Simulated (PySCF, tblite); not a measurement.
# CH6GeO4, a small molecule taken as a stand-in for a surface group (oxygen-backed Ge): NMR shifts, core binding energies and electronic excitations, part 2 of 2

tblite 0.8.0 and PySCF 2.14.0. Atoms count from 0, parts from 1. Earlier steps stand in the parts before.

## (5) Core holes by ΔSCF: SCAN, X2C

What the job is given:

```
{"job": {"kind": "xps", "holes": 5}, "charge": 0, "multiplicity": 1}
O     -0.890411    -0.198254     1.567722
Ge    -0.761917     0.064235    -0.162954
O     -1.929103     1.175791    -0.854868
O     -1.022249    -1.506327    -0.907459
O      0.804639     0.795784    -0.454250
C      1.976047     0.246077     0.098714
H     -1.475750    -0.936240     1.772349
H     -1.590154     2.078484    -0.867545
H     -1.333983    -1.425337    -1.816070
H      2.787786     0.980862    -0.014533
H      1.861465     0.018349     1.172531
H      2.277970    -0.680313    -0.422145
```

With the program's defaults for keys left out, this is: delta-SCF UKS SCAN, pcX-2 on the ionised atom, pcseg-1 elsewhere, spin-free X2C.

What it wrote:

```text
ground state, core basis on atom 0 (O), 158 functions
  cycle   1  E = -2436.40594586  |g| = 1.29e+00
  cycle   2  E = -2435.75686742  |g| = 2.25e+00
  cycle   3  E = -2436.70558639  |g| = 1.57e-01
  cycle   4  E = -2436.70744302  |g| = 1.25e-01
  cycle   5  E = -2436.71024149  |g| = 2.27e-02
  cycle   6  E = -2436.71032910  |g| = 8.21e-03
  cycle   7  E = -2436.71034541  |g| = 2.15e-03
  cycle   8  E = -2436.71034616  |g| = 7.32e-04
  cycle   9  E = -2436.71034399  |g| = 3.16e-04
  E(ground) = -2436.85689429 Eh
hole in O 1s of atom 0
  cycle   1  E = -2416.09757674  |g| = 2.22e+00
  cycle   2  E = -2413.58240088  |g| = 2.75e+00
  cycle   3  E = -2416.35882984  |g| = 1.13e+00
  cycle   4  E = -2416.81776146  |g| = 5.17e-01
  cycle   5  E = -2416.89627378  |g| = 2.34e-01
  cycle   6  E = -2416.91287209  |g| = 1.14e-01
  cycle   7  E = -2416.91762012  |g| = 2.09e-02
  cycle   8  E = -2416.91777910  |g| = 7.97e-03
  cycle   9  E = -2416.91781002  |g| = 2.84e-03
  cycle  10  E = -2416.91781160  |g| = 1.90e-03
  cycle  11  E = -2416.91781442  |g| = 4.55e-04
  E(ion) = -2417.06543671 Eh   <S^2> = 0.7627   hole on atom = 1.000   binding energy = 538.553 eV
ground state, core basis on atom 2 (O), 158 functions
  cycle   1  E = -2436.70931986  |g| = 1.25e-01
  cycle   2  E = -2436.70490140  |g| = 1.76e-01
  cycle   3  E = -2436.71037010  |g| = 4.44e-02
  cycle   4  E = -2436.71072292  |g| = 1.02e-02
  cycle   5  E = -2436.71073504  |g| = 2.67e-03
  cycle   6  E = -2436.71073700  |g| = 5.20e-04
  cycle   7  E = -2436.71073640  |g| = 1.90e-04
  E(ground) = -2436.85705836 Eh
hole in O 1s of atom 2
  cycle   1  E = -2416.09790985  |g| = 2.22e+00
  cycle   2  E = -2413.92035789  |g| = 2.67e+00
  cycle   3  E = -2416.51399318  |g| = 9.56e-01
  cycle   4  E = -2416.81408942  |g| = 5.21e-01
  cycle   5  E = -2416.90342966  |g| = 1.89e-01
  cycle   6  E = -2416.91353108  |g| = 1.02e-01
  cycle   7  E = -2416.91723767  |g| = 2.51e-02
  cycle   8  E = -2416.91747184  |g| = 8.55e-03
  cycle   9  E = -2416.91750889  |g| = 1.87e-03
  cycle  10  E = -2416.91750957  |g| = 1.52e-03
  cycle  11  E = -2416.91750988  |g| = 6.30e-04
  cycle  12  E = -2416.91751051  |g| = 1.54e-04
  E(ion) = -2417.06452657 Eh   <S^2> = 0.7625   hole on atom = 1.000   binding energy = 538.582 eV
ground state, core basis on atom 3 (O), 158 functions
  cycle   1  E = -2436.70866019  |g| = 1.25e-01
  cycle   2  E = -2436.70441665  |g| = 1.74e-01
  cycle   3  E = -2436.70967697  |g| = 4.48e-02
  cycle   4  E = -2436.71003574  |g| = 1.03e-02
  cycle   5  E = -2436.71004864  |g| = 2.82e-03
  cycle   6  E = -2436.71005183  |g| = 6.38e-04
  cycle   7  E = -2436.71005015  |g| = 1.65e-04
  E(ground) = -2436.85682869 Eh
hole in O 1s of atom 3
  cycle   1  E = -2416.09520922  |g| = 2.22e+00
  cycle   2  E = -2413.88097389  |g| = 2.73e+00
  cycle   3  E = -2416.41690135  |g| = 1.06e+00
  cycle   4  E = -2416.79134496  |g| = 5.77e-01
  cycle   5  E = -2416.89902596  |g| = 2.07e-01
  cycle   6  E = -2416.91184538  |g| = 1.04e-01
  cycle   7  E = -2416.91577508  |g| = 2.22e-02
  cycle   8  E = -2416.91595859  |g| = 8.27e-03
  cycle   9  E = -2416.91598494  |g| = 3.68e-03
  cycle  10  E = -2416.91599262  |g| = 1.74e-03
  cycle  11  E = -2416.91599236  |g| = 5.17e-04
  cycle  12  E = -2416.91599175  |g| = 1.37e-04
  E(ion) = -2417.06382496 Eh   <S^2> = 0.7627   hole on atom = 1.000   binding energy = 538.595 eV
ground state, core basis on atom 4 (O), 158 functions
  cycle   1  E = -2436.70871103  |g| = 1.25e-01
  cycle   2  E = -2436.70415144  |g| = 1.78e-01
  cycle   3  E = -2436.70971379  |g| = 4.61e-02
  cycle   4  E = -2436.71007056  |g| = 1.36e-02
  cycle   5  E = -2436.71010479  |g| = 2.87e-03
  cycle   6  E = -2436.71010794  |g| = 7.93e-04
  cycle   7  E = -2436.71010620  |g| = 1.76e-04
  E(ground) = -2436.85712144 Eh
hole in O 1s of atom 4
  cycle   1  E = -2416.10275848  |g| = 2.23e+00
  cycle   2  E = -2415.43614788  |g| = 2.33e+00
  cycle   3  E = -2416.80982932  |g| = 5.95e-01
  cycle   4  E = -2416.84814654  |g| = 4.76e-01
  cycle   5  E = -2416.93438523  |g| = 7.78e-02
  cycle   6  E = -2416.93541833  |g| = 5.66e-02
  cycle   7  E = -2416.93666384  |g| = 7.02e-03
  cycle   8  E = -2416.93667741  |g| = 2.65e-03
  cycle   9  E = -2416.93668301  |g| = 7.75e-04
  cycle  10  E = -2416.93667933  |g| = 3.61e-04
  E(ion) = -2417.08379114 Eh   <S^2> = 0.7629   hole on atom = 1.000   binding energy = 538.060 eV
ground state, core basis on atom 5 (C), 158 functions
  cycle   1  E = -2436.67712467  |g| = 9.92e-02
  cycle   2  E = -2436.67299923  |g| = 1.69e-01
  cycle   3  E = -2436.67827099  |g| = 2.26e-02
  cycle   4  E = -2436.67834466  |g| = 1.18e-02
  cycle   5  E = -2436.67837205  |g| = 1.33e-03
  cycle   6  E = -2436.67837205  |g| = 3.38e-04
  E(ground) = -2436.82692240 Eh
hole in C 1s of atom 5
  cycle   1  E = -2425.38784736  |g| = 1.50e+00
  cycle   2  E = -2422.47129133  |g| = 2.58e+00
  cycle   3  E = -2425.37640488  |g| = 1.15e+00
  cycle   4  E = -2425.87748196  |g| = 3.90e-01
  cycle   5  E = -2425.92028921  |g| = 2.07e-01
  cycle   6  E = -2425.93257562  |g| = 9.70e-02
  cycle   7  E = -2425.93599081  |g| = 2.46e-02
  cycle   8  E = -2425.93620237  |g| = 1.05e-02
  cycle   9  E = -2425.93624678  |g| = 3.65e-03
  cycle  10  E = -2425.93625303  |g| = 1.65e-03
  cycle  11  E = -2425.93625602  |g| = 1.37e-03
  cycle  12  E = -2425.93625614  |g| = 5.84e-04
  cycle  13  E = -2425.93625547  |g| = 1.19e-04
  E(ion) = -2426.08387385 Eh   <S^2> = 0.7718   hole on atom = 1.000   binding energy = 292.333 eV
```

Wall time 59 s (1 thread of Arm Neoverse N1, shared host); peak memory 0.56 GiB.

Binding energies by hole, beside the orbital energy of the ground state; the difference holds orbital relaxation and, for a density functional, its self-interaction error:

| hole | stands for | environment | ΔSCF (eV) | −ε (eV) | ⟨S²⟩ |
| --- | --- | --- | --- | --- | --- |
| O1s on O0 | O0 | oxygen bonded to Ge, H | 538.55 | 516.9 | 0.763 |
| O1s on O2 | O2 | oxygen bonded to Ge, H | 538.58 | 516.9 | 0.763 |
| O1s on O3 | O3 | oxygen bonded to Ge, H | 538.60 | 516.9 | 0.763 |
| O1s on O4 | O4 | oxygen bonded to C, Ge | 538.06 | 516.7 | 0.763 |
| C1s on C5 | C5 | carbon bonded to O, 3 H | 292.33 | 274.9 | 0.772 |

## (6) Excited states and response: CAM-B3LYP/def2-SVPD

The job, as its differences from that of step 5:

```diff
@@ -1,2 +1,2 @@
-{"job": {"kind": "xps", "holes": 5}, "charge": 0, "multiplicity": 1}
+{"job": {"kind": "uv", "xc": "CAM-B3LYP", "basis": "def2-SVPD", "nstates": 6, "ntriplets": 2, "ip": true}, "charge": 0, "multiplicity": 1}
 O     -0.890411    -0.198254     1.567722
```

Method: TDDFT CAM-B3LYP/def2-SVPD, vertical, gas phase, core orbitals frozen in the response.

What it wrote:

```text
coarse grid: 48152 points
cycle   1  E = -2418.9458035698  dE =  9.374e-02  |g| = 1.271e+00  |ddm| = 4.836e+00
cycle   2  E = -2418.7722604012  dE =  1.735e-01  |g| = 1.657e+00  |ddm| = 3.947e+00
cycle   3  E = -2419.2293525698  dE = -4.571e-01  |g| = 4.429e-02  |ddm| = 2.022e+00
cycle   4  E = -2419.2297100735  dE = -3.575e-04  |g| = 1.015e-02  |ddm| = 6.752e-02
cycle   5  E = -2419.2297193211  dE = -9.248e-06  |g| = 9.191e-03  |ddm| = 2.387e-02
cycle   6  E = -2419.2297344643  dE = -1.514e-05  |g| = 1.036e-03  |ddm| = 9.019e-03
cycle   7  E = -2419.2297346973  dE = -2.330e-07  |g| = 4.253e-04  |ddm| = 2.321e-03
final grid: 101312 points
cycle   8  E = -2419.2297217826  dE = -2.370e-08  |g| = 4.415e-04  |ddm| = 2.756e-03
cycle   9  E = -2419.2297217763  dE =  6.286e-09  |g| = 4.826e-04  |ddm| = 1.178e-03
cycle  10  E = -2419.2297218078  dE = -3.146e-08  |g| = 6.221e-05  |ddm| = 5.495e-04
cycle  11  E = -2419.2297218084  dE = -6.621e-10  |g| = 6.490e-06  |ddm| = 7.202e-05
converged SCF energy = -2419.2297218084

Static polarisability (au): isotropic 55.861, principal 52.430 54.109 61.043

Singlet excitations
state   eV       nm        f      main configurations
  1   6.9131    179.3   0.00706   H->L 0.87
  2   7.4450    166.5   0.03399   H-1->L 0.53, H-2->L 0.31
  3   7.5423    164.4   0.05115   H-2->L 0.55, H-1->L 0.29
  4   7.8909    157.1   0.03157   H-3->L 0.65, H-4->L 0.11
  5   8.1327    152.5   0.09181   H-4->L 0.61, H-3->L 0.14
  6   8.4591    146.6   0.04002   H->L+1 0.53, H->L+3 0.39

Triplet excitations (Tamm-Dancoff, eV): 6.5868 7.0172
Vertical ionisation energy (delta-SCF) = 10.8518 eV
```

It took 5.5 min on 1 thread of Arm Neoverse N1, shared host; peak memory 1 GiB.

Frontier orbitals and where they lie:

| orbital | eV | atoms |
| --- | --- | --- |
| HOMO−3 | -11.32 | O2 35 %, O0 33 %, O3 15 % |
| HOMO−2 | -10.86 | O2 43 %, O0 41 %, O3 6 % |
| HOMO−1 | -10.46 | O4 46 %, C5 15 %, O3 11 % |
| HOMO | -9.90 | O4 59 %, C5 16 %, H11 9 % |
| LUMO | 0.09 | Ge1 39 %, O3 12 %, O2 11 % |
| LUMO+1 | 1.51 | O2 24 %, O0 16 %, H7 12 % |
| LUMO+2 | 1.60 | O3 32 %, O0 16 %, H8 14 % |

With each of the 6 states as a Gaussian band of 0.4 eV half-width at 1/e, the curve within the window shown has maxima at 154 nm (ε 5,800) L/(mol cm). Beyond the last state computed it falls off for lack of states. The curve at chosen wavelengths:

```
 nm  ε (L/mol/cm)
142          1255
144          2128
146          3168
148          4217
151          5405
153          5751
155          5746
157          5522
159          5234
161          4970
164          4564
166          4181
168          3663
170          3042
172          2396
174          1802
177          1113
179           797
181           575
183           418
185           306
187           222
190           133
192            90
194            59
196            38
```

Further results of this job:

| property | computed |
| --- | --- |
| dipole moment (D) | 0.68 |
| polarisability (Å³) | 8.28 |
| HOMO–LUMO gap (eV) | 9.99 |
| −ε(HOMO) (eV) | 9.90 |

## (7) Summary of results

The summary covers parts 1 to 2.

| quantity | value |
| --- | --- |
| point group | C1 |
| rotational constants (main isotopes) | 3.37, 2.07, 1.96 GHz |
| ¹³C shifts against TMS (PBE0/pcSseg-1) | 54.2 ppm |
| ¹H shifts against TMS (PBE0/pcSseg-1) | 4.04, 3.78, 3.68, 1.41, 1.26, 1.25 ppm |
| ¹⁷O shifts against H2O (PBE0/pcSseg-1) | 44.2, 40.3, 35.9, 32.8 ppm |
| ⁷³Ge shifts against GeMe4 (PBE0/pcSseg-1) | -10 ppm |
| surface potential, 1st and 99th percentile | -1.37 V and 2.29 V |
| O1s binding energies, SCAN/pcX-2 | O3 538.60, O2 538.58, O0 538.55, O4 538.06 eV |
| C1s binding energies, SCAN/pcX-2 | C5 292.33 eV |
| lowest singlet (CAM-B3LYP/def2-SVPD) | 6.91 eV (179 nm), f = 0.007 |
| brightest single state of those computed | state 5, 8.13 eV, f = 0.092 |
| lowest triplet | 6.59 eV |
| vertical ionisation energy (ΔSCF) | 10.85 eV |

What this shows: Relaxing lowered the energy by 0.099 eV in 9 steps; the close pair that moved most is Ge1–O3, from 1.716 to 1.757 Å (PBE0/def2-SVP). At PBE0/pcSseg-1: The widest tensor belongs to O4: span 117 ppm, with a paramagnetic part of -101 ppm. O3 (oxygen bonded to Ge, H) binds its O1s electron 0.54 eV more tightly than O4 (oxygen bonded to C, Ge). The lowest singlet, at 6.91 eV, is HOMO→LUMO 0.87 and is weak; of the 6 states computed, the strongest absorption comes from state 5 at 8.13 eV (the last state computed is bright too, and its partners may lie past the list). The lowest triplet lies 0.33 eV below the lowest singlet (triplets in Tamm-Dancoff, singlets in full TDDFT). The orbital energy would give 9.90 eV for ionisation, ΔSCF gives 10.85 eV. Spin-orbit coupling is left out, which matters for shieldings and couplings at and beside the heavy atoms. A capped cluster stands for the solid here, so long-range fields and strain are missing, and bands or shifts of the capping hydrogens have no counterpart in it.
